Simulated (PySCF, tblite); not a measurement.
# C2H5O3SeSi radical: geometry, infrared bands and EPR parameters

Aim: predict the infrared bands and EPR parameters of C2H5O3SeSi radical (`O=C(O)C[Si](O)[SeH]`).

Computed with tblite 0.8.0 and PySCF 2.14.0, with density-fitted response routines of our own, on a single molecule in the gas phase. Atoms are numbered from 0 throughout.

### Step 1. The starting structure

12 atoms, charge 0, multiplicity 2; geometry from: force field or distance geometry start.

Bonds of the start (Å): O0–C1 1.28, C1–O2 1.38, C1–C3 1.49, C3–Si4 1.88, Si4–O5 1.71, Si4–Se6 2.29, O2–H7 1.02, C3–H8 1.12, C3–H9 1.09, O5–H10 0.99, Se6–H11 1.54.

### Step 2. Relaxing the molecule with GFN2-xTB

The job: settings as JSON, then the geometry in Å.

```
{"job": {"kind": "relax", "xc": "GFN2-xTB", "basis": "xTB"}, "charge": 0, "multiplicity": 2}
O      1.662500    -0.361100     1.124300
C      1.186700     0.106500     0.037300
O      1.338100     1.451400    -0.243800
C      0.463000    -0.787700    -0.907600
Si    -1.355700    -0.878500    -0.450300
O     -1.555900    -1.496900     1.129000
Se    -2.308200     1.194200    -0.616000
H      1.811900     2.084400     0.396200
H      0.898100    -1.821600    -0.857000
H      0.562200    -0.410700    -1.930500
H     -1.236500    -0.773200     1.725400
H     -1.465100     1.692500     0.567200
```

Launch:

```
> OMP_NUM_THREADS=1 python probes_run.py task.json out
```

One launch serves the whole session: the jobs run in the order shown.

**Question.** This job is followed by: GFN2-xTB harmonic vibrations, gas phase; UKS B3LYP, def2-TZVP-core on Se, pcH-1 on C H O Si, non-relativistic, mean-field spin-orbit, GIAO. What will the session give for the following? strongest single infrared mode (GFN2-xTB); zero-point energy (GFN2-xTB); g(iso) (B3LYP); ⟨S²⟩; largest a(iso) (averaged by class); surface potential, 1st and 99th percentile.

**Answer**, as computed:

```
                                 quantity                    value
strongest single infrared mode (GFN2-xTB)    1735 cm⁻¹, 515 km/mol
             zero-point energy (GFN2-xTB)            44.8 kcal/mol
                           g(iso) (B3LYP)                  2.00501
                                     ⟨S²⟩       0.752 (exact 0.75)
       largest a(iso) (averaged by class)  29Si on Si4, -840.7 MHz
    surface potential, 1st and 99th percentile       -1.28 V and 2.61 V
```

The optimisation took 129 steps and gained 1.064 eV; among the close pairs (by a distance rule), Se6–H11 changed most, from 1.536 to 1.438 Å. No mode is imaginary among the 30: a minimum at this level. The strongest single mode, at 1735 cm⁻¹, moves mainly C1 and O0. Unscaled tight-binding wavenumbers are off by several per cent, some by more. Its intensities can rank the bands wrongly. Most of the unpaired spin sits on Si4 (0.75 e). The isotropic g lies 2.7 ppt above the free-electron value. The hyperfine terms hold no scalar relativity, which the heavier nuclei need.
